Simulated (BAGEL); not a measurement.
# HF/3-21G (density fitting with qzvpp-jkfit) run of BNH2Cl2 (BCl2(NH2))

Aim: the vertical ionisation energy of BNH2Cl2 (BCl2(NH2)) at HF/3-21G (density fitting with qzvpp-jkfit), from 2 runs. 

The results are computed with BAGEL 1.2.2.

2 further runs of the same task are left out: 2 that didn't finish. Runs told in other sessions of the task aren't counted.

## (1) The structure to begin with

BNH2Cl2: 6 atoms, total charge 0, spin state singlet. SMILES: `NB(Cl)Cl`. Geometry: relaxed at GFN2-xTB.

Bond lengths: B1–Cl2 1.734 Å, B1–Cl3 1.733 Å, B1–N4 1.386 Å, N4–H5 1.006 Å, N4–H6 1.006 Å. Angles: Cl2–B1–Cl3 120.4°, Cl2–B1–N4 119.7°, Cl3–B1–N4 119.8°, B1–N4–H5 123.3°, B1–N4–H6 123.0°, H5–N4–H6 113.7°.

## (2) The energy at HF/3-21G (density fitting with qzvpp-jkfit)

hf.json

```json
{ "bagel": [

{
  "title": "molecule",
  "basis": "3-21g",
  "df_basis": "qzvpp-jkfit",
  "angstrom": "true",
  "geometry": [
    { "atom": "B", "xyz": [       0.292890,       0.511460,       0.004020 ] },
    { "atom": "Cl", "xyz": [       1.965580,       0.537960,       0.461330 ] },
    { "atom": "Cl", "xyz": [      -0.517930,       1.975810,      -0.445570 ] },
    { "atom": "N", "xyz": [      -0.398200,      -0.689810,      -0.003320 ] },
    { "atom": "H", "xyz": [      -1.366870,      -0.767900,      -0.264590 ] },
    { "atom": "H", "xyz": [       0.024530,      -1.567520,       0.248130 ] }
  ]
},

{ "title": "hf" },

{ "title": "print", "file": "orbitals.molden", "orbitals": "true" }

]}
```

Command:

```console
$ BAGEL_NUM_THREADS=1 BAGEL hf.json > hf.out
```

Log:

```text
* using 1 threads per process

  ===============================================================
  ===============================================================

  *** Geometry ***

  { "atom" : "B", "xyz" : [      0.553482,      0.966519,      0.007597 ] },
  { "atom" : "Cl", "xyz" : [      3.714408,      1.016597,      0.871787 ] },
  { "atom" : "Cl", "xyz" : [     -0.978746,      3.733740,     -0.842005 ] },
  { "atom" : "N", "xyz" : [     -0.752489,     -1.303552,     -0.006274 ] },
  { "atom" : "H", "xyz" : [     -2.583010,     -1.451121,     -0.500003 ] },
  { "atom" : "H", "xyz" : [      0.046355,     -2.962183,      0.468898 ] },

  Number of auxiliary basis functions:      444

  Since a DF basis is specified, we compute 2- and 3-index integrals:
    o Being stored without compression. Storage requirement is 0.008 GB

  Number of basis functions:       48
  Number of electrons      :       48

    * METHOD: MOLECULE                             0.14

  *** RHF ***

  === Nuclear Repulsion ===
   184.0082060294

      * DIIS with orbital gradients will be used.

  === RHF iteration (3-21g) ===
      0       -994.48073546          0.02152977           0.04
      1       -994.56089828          0.01023042           0.04
      2       -994.57727876          0.00129397           0.04
      3       -994.57779165          0.00033845           0.04
      4       -994.57782633          0.00007025           0.04
      5       -994.57782893          0.00001727           0.04
      6       -994.57782913          0.00000436           0.04
      7       -994.57782914          0.00000098           0.04
      8       -994.57782914          0.00000026           0.04
      9       -994.57782914          0.00000009           0.04
     10       -994.57782914          0.00000003           0.04
     11       -994.57782914          0.00000001           0.04
    * SCF iteration converged.

    * Permanent dipole moment:
           (    0.743731,     1.289200,     0.011015) a.u.

    * METHOD: HF                                   0.54

    * METHOD: PRINT                                0.00

  ===============================================================
```

Wall time 0.85 s (1 thread of Arm Neoverse V2, shared host); peak memory 0.084 GiB.

## (3) The doublet cation, same level

job.json

```json
{ "bagel": [

{
  "title": "molecule",
  "basis": "3-21g",
  "df_basis": "qzvpp-jkfit",
  "angstrom": "true",
  "geometry": [
    { "atom": "B", "xyz": [       0.292890,       0.511460,       0.004020 ] },
    { "atom": "Cl", "xyz": [       1.965580,       0.537960,       0.461330 ] },
    { "atom": "Cl", "xyz": [      -0.517930,       1.975810,      -0.445570 ] },
    { "atom": "N", "xyz": [      -0.398200,      -0.689810,      -0.003320 ] },
    { "atom": "H", "xyz": [      -1.366870,      -0.767900,      -0.264590 ] },
    { "atom": "H", "xyz": [       0.024530,      -1.567520,       0.248130 ] }
  ]
},

{
  "title": "uhf",
  "charge": 1,
  "nopen": 1
},

{
  "title": "print",
  "file": "orbitals.molden",
  "orbitals": "true"
}

]}
```

Command:

```console
$ BAGEL_NUM_THREADS=1 BAGEL job.json > job.out
```

Log:

```text
* using 1 threads per process

  ===============================================================
  ===============================================================

  *** Geometry ***

  { "atom" : "B", "xyz" : [      0.553482,      0.966519,      0.007597 ] },
  { "atom" : "Cl", "xyz" : [      3.714408,      1.016597,      0.871787 ] },
  { "atom" : "Cl", "xyz" : [     -0.978746,      3.733740,     -0.842005 ] },
  { "atom" : "N", "xyz" : [     -0.752489,     -1.303552,     -0.006274 ] },
  { "atom" : "H", "xyz" : [     -2.583010,     -1.451121,     -0.500003 ] },
  { "atom" : "H", "xyz" : [      0.046355,     -2.962183,      0.468898 ] },

  Number of auxiliary basis functions:      444

  Since a DF basis is specified, we compute 2- and 3-index integrals:
    o Being stored without compression. Storage requirement is 0.008 GB

  Number of basis functions:       48
  Number of electrons      :       48

    * METHOD: MOLECULE                             0.14

  *** Open-shell HF ***

  === Nuclear Repulsion ===
   184.0082060294

      * DIIS with orbital gradients will be used.

  === UHF iteration (3-21g) ===
      0       -994.09365609          0.03029364           0.08
      1       -994.18247691          0.01389967           0.07
      2       -994.19639219          0.00661078           0.07
      3       -994.20036307          0.00136762           0.07
      4       -994.20119302          0.00060073           0.07
      5       -994.20139472          0.00026067           0.07
      6       -994.20145372          0.00005973           0.07
      7       -994.20146113          0.00002611           0.07
      8       -994.20146403          0.00000913           0.07
      9       -994.20146449          0.00000505           0.07
     10       -994.20146464          0.00000160           0.07
     11       -994.20146466          0.00000048           0.07
     12       -994.20146467          0.00000013           0.07
     13       -994.20146467          0.00000008           0.07
     14       -994.20146467          0.00000006           0.07
     15       -994.20146467          0.00000004           0.07
     16       -994.20146467          0.00000001           0.07
     17       -994.20146467          0.00000001           0.07
    * SCF iteration converged.

    * S^2 (UHF) is 0.7652

    * Permanent dipole moment:
           (    1.654068,     2.868937,     0.019410) a.u.

    * METHOD: UHF                                  1.43

    * METHOD: PRINT                                0.00

  ===============================================================
```

Wall time 1.8 s (1 thread of Arm Neoverse V2, shared host); peak memory 0.084 GiB.

## (4) Results

At HF/3-21G (density fitting with qzvpp-jkfit):

| quantity | value |
| --- | --- |
| singlet BNH2Cl2: total energy | -994.57783 Eh |
| singlet BNH2Cl2: dipole moment | 3.78 D |
| singlet BNH2Cl2: HOMO energy | -12.06 eV |
| singlet BNH2Cl2: LUMO energy | 4.38 eV |
| singlet BNH2Cl2: HOMO–LUMO gap | 16.44 eV |
| doublet cation: total energy | -994.20146 Eh |
| doublet cation: ⟨S²⟩ | 0.765 |
| vertical ionisation energy (to the doublet cation) | 10.241 eV |

The vertical ionisation energy comes to 10.24 eV (236 kcal/mol). The negative HOMO energy of the first species, 12.06 eV, lies 1.82 eV above that difference.
